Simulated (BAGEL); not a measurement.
**GaH2BrCl− (SMILES [Cl][GaH2-][Br]) at B3LYP/6-31G(d) (density fitting with qzvpp-jkfit, spherical functions)**

Aim: the energy change on altering one bond length of GaH2BrCl− at B3LYP/6-31G* (density fitting with qzvpp-jkfit, spherical functions), from 2 runs. 

The results are computed with BAGEL 1.2.2.

10 further runs of the same task are left out: 7 that didn't finish, 3 set aside as unsound or not needed.

## Step 1: The molecule

GaH2BrCl− has 5 atoms, charge -1, and is taken as a singlet. As SMILES, `[Cl][GaH2-][Br]`. The shape comes from GFN2-xTB, which is rough for such elements, and wasn't checked as a minimum.

Bond lengths: Cl1–Ga2 2.141 Å, Ga2–Br3 2.318 Å, Ga2–H4 1.575 Å, Ga2–H5 1.575 Å. Angles: Cl1–Ga2–Br3 110.6°, Cl1–Ga2–H4 110.5°, Cl1–Ga2–H5 110.6°, Br3–Ga2–H4 106.3°, Br3–Ga2–H5 106.3°, H4–Ga2–H5 112.5°.

## Step 2: A single-point energy at B3LYP/6-31G(d) (density fitting with qzvpp-jkfit, spherical functions)

Input file input.json:

```json
{ "bagel" : [

{
  "title" : "molecule",
  "basis" : "6-31gs.json",
  "df_basis" : "qzvpp-jkfit",
  "angstrom" : true,
  "geometry" : [
    { "atom" : "Cl", "xyz" : [      -1.629090,      -0.391110,       1.270210 ] },
    { "atom" : "Ga", "xyz" : [      -0.057620,       0.132860,      -0.085540 ] },
    { "atom" : "Br", "xyz" : [       1.749250,      -1.296680,       0.169090 ] },
    { "atom" : "H", "xyz" : [      -0.540440,      -0.026610,      -1.575910 ] },
    { "atom" : "H", "xyz" : [       0.477900,       1.581530,       0.222150 ] }
  ]
},

{ "title" : "ks", "xc_func" : "b3lyp", "charge" : -1 },

{ "title" : "print", "file" : "orbitals.molden", "orbitals" : true }

]}
```

The basis set 6-31G* is read from a file made from the Basis Set Exchange's data (not shown).

Run with:

```bash
$ BAGEL_NUM_THREADS=1 BAGEL input.json > input.out
```

What it wrote:

```text
* using 1 threads per process

  ===============================================================
  ===============================================================

  *** Geometry ***

  { "atom" : "Cl", "xyz" : [     -3.078534,     -0.739091,      2.400349 ] },
  { "atom" : "Ga", "xyz" : [     -0.108886,      0.251069,     -0.161647 ] },
  { "atom" : "Br", "xyz" : [      3.305603,     -2.450370,      0.319534 ] },
  { "atom" : "H", "xyz" : [     -1.021284,     -0.050286,     -2.978038 ] },
  { "atom" : "H", "xyz" : [      0.903100,      2.988659,      0.419803 ] },

  Number of auxiliary basis functions:      696

  Since a DF basis is specified, we compute 2- and 3-index integrals:
    o Being stored without compression. Storage requirement is 0.041 GB

  Number of basis functions:       86
  Number of electrons      :       85

    * METHOD: MOLECULE                             0.44

  *** Kohn-Sham DFT ***

    * Removing 8117 points whose weight is below 1.00e-10
    * Grid points: 66413

  === Nuclear Repulsion ===
   502.5093280532

       - DIIS with orbital gradients will be used.

  === KS iteration (b3lyp / 6-31gs.json) ===
      0      -4830.42874504          0.14576984           0.50
      1      -4445.75418968          0.43225701           0.43
      2      -4623.11134482          0.14587499           0.44
      3      -4500.02172663          0.13527981           0.44
      4      -4816.10818262          0.24376016           0.42
      5      -4899.44359943          0.21991020           0.42
      6      -4903.27206709          0.18995620           0.42
      7      -4912.86025897          0.25376288           0.42
      8      -4587.26263609          0.18752512           0.42
      9      -4488.26833052          0.19123335           0.42
     10      -4946.37652522          0.13032712           0.43
     11      -4950.76182240          0.07396190           0.42
     12      -4959.62945476          0.03359462           0.43
     13      -4957.40929218          0.04782200           0.43
     14      -4959.88219205          0.01989771           0.44
     15      -4960.03788213          0.00495602           0.42
     16      -4960.06635742          0.00152795           0.43
     17      -4960.06928968          0.00045992           0.42
     18      -4960.06955126          0.00005738           0.43
     19      -4960.06955338          0.00001600           0.43
     20      -4960.06955357          0.00000329           0.43
     21      -4960.06955358          0.00000231           0.44
     22      -4960.06955358          0.00000023           0.44
     23      -4960.06955358          0.00000011           0.42
     24      -4960.06955358          0.00000005           0.42
     25      -4960.06955358          0.00000001           0.43
    * SCF iteration converged.

    * Permanent dipole moment:
           (   -0.479263,     0.213338,     0.079291) a.u.

    * METHOD: KS                                  11.50

    * METHOD: PRINT                                0.03

  ===============================================================
```

Run time: 12 s. Hardware: 1 thread of AMD EPYC 9R14 (Zen 4), shared host; peak memory 0.37 GiB.

## Step 3: The distorted shape

Input file input.json:

```json
{ "bagel" : [

{
  "title" : "molecule",
  "basis" : "6-31gs.json",
  "df_basis" : "qzvpp-jkfit",
  "angstrom" : true,
  "geometry" : [
    { "atom" : "Cl", "xyz" : [      -3.797306,       1.324316,       0.964658 ] },
    { "atom" : "Ga", "xyz" : [      -2.225836,       1.848286,      -0.391092 ] },
    { "atom" : "Br", "xyz" : [       1.749250,      -1.296680,       0.169090 ] },
    { "atom" : "H", "xyz" : [      -2.708656,       1.688816,      -1.881462 ] },
    { "atom" : "H", "xyz" : [      -1.690316,       3.296956,      -0.083402 ] }
  ]
},

{
  "title" : "ks",
  "xc_func" : "b3lyp",
  "charge" : -1
},

{
  "title" : "print",
  "file" : "orbitals.molden",
  "orbitals" : true
}

]}
```

The basis set 6-31G* is read from a file made from the Basis Set Exchange's data (not shown).

Run with:

```bash
$ BAGEL_NUM_THREADS=1 BAGEL input.json > input.out
```

What it wrote:

```text
* using 1 threads per process

  ===============================================================
  ===============================================================

  *** Geometry ***

  { "atom" : "Cl", "xyz" : [     -7.175868,      2.502595,      1.822939 ] },
  { "atom" : "Ga", "xyz" : [     -4.206220,      3.492754,     -0.739057 ] },
  { "atom" : "Br", "xyz" : [      3.305603,     -2.450370,      0.319534 ] },
  { "atom" : "H", "xyz" : [     -5.118618,      3.191400,     -3.555448 ] },
  { "atom" : "H", "xyz" : [     -3.194234,      6.230344,     -0.157607 ] },

  Number of auxiliary basis functions:      696

  Since a DF basis is specified, we compute 2- and 3-index integrals:
    o Being stored without compression. Storage requirement is 0.041 GB

  Number of basis functions:       86
  Number of electrons      :       85

    * METHOD: MOLECULE                             0.41

  *** Kohn-Sham DFT ***

    * Removing 6408 points whose weight is below 1.00e-10
    * Grid points: 68122

  === Nuclear Repulsion ===
   327.1136108862

       - DIIS with orbital gradients will be used.

  === KS iteration (b3lyp / 6-31gs.json) ===
      0      -4832.42050810          0.14340112           0.47
      1      -4445.02635326          0.41285163           0.41
      2      -4584.95041347          0.12304044           0.42
      3      -4460.73227233          0.13825257           0.43
      4      -4950.43021307          0.16136742           0.43
      5      -4908.88995577          0.13522666           0.43
      6      -4939.74733392          0.04814469           0.42
      7      -4954.02469133          0.09562415           0.43
      8      -4802.75299012          0.13061663           0.43
      9      -4900.48924206          0.07807892           0.43
     10      -4951.71121338          0.03225507           0.43
     11      -4956.46266191          0.03786207           0.43
     12      -4959.66995113          0.01550648           0.43
     13      -4946.56453567          0.05400481           0.43
     14      -4941.51623753          0.06063327           0.42
     15      -4959.91034577          0.01428595           0.42
     16      -4958.98040933          0.01504380           0.42
     17      -4959.98641197          0.00249034           0.42
     18      -4959.99899006          0.00104913           0.42
     19      -4960.00173112          0.00043870           0.42
     20      -4960.00191416          0.00040184           0.41
     21      -4960.00230398          0.00013541           0.42
     22      -4960.00234720          0.00003604           0.42
     23      -4960.00234876          0.00001085           0.43
     24      -4960.00234885          0.00000171           0.43
     25      -4960.00234885          0.00000062           0.43
     26      -4960.00234885          0.00000015           0.42
     27      -4960.00234885          0.00000008           0.42
     28      -4960.00234885          0.00000005           0.42
     29      -4960.00234885          0.00000000           0.42
    * SCF iteration converged.

    * Permanent dipole moment:
           (    2.871667,    -2.268843,     0.400896) a.u.

    * METHOD: KS                                  13.07

    * METHOD: PRINT                                0.03

  ===============================================================
```

Run time: 14 s. Hardware: 1 thread of AMD EPYC 9R14 (Zen 4), shared host; peak memory 0.38 GiB.

## Step 4: What came out

At B3LYP/6-31G* (density fitting with qzvpp-jkfit, spherical functions):

```
                                                              quantity           value
                                             first shape: total energy  -4960.06955 Eh
                                              first shape: HOMO energy        -2.29 eV
                                              first shape: LUMO energy         4.94 eV
    first shape: HOMO–LUMO gap (to an unbound level, set by the basis)         7.23 eV
                                         distorted shape: total energy  -4960.00235 Eh
                                          distorted shape: HOMO energy        -1.19 eV
                                          distorted shape: LUMO energy         0.12 eV
distorted shape: HOMO–LUMO gap (to an unbound level, set by the basis)         1.31 eV
   energy change with the Ga2–Br3 bond stretched from 2.318 to 5.100 Å        1.829 eV
```

**Reading.** With the Ga2–Br3 bond stretched from 2.318 to 5.100 Å the energy rises by 1.83 eV (42 kcal/mol). The first shape isn't relaxed at this level, so the change isn't measured from a minimum.
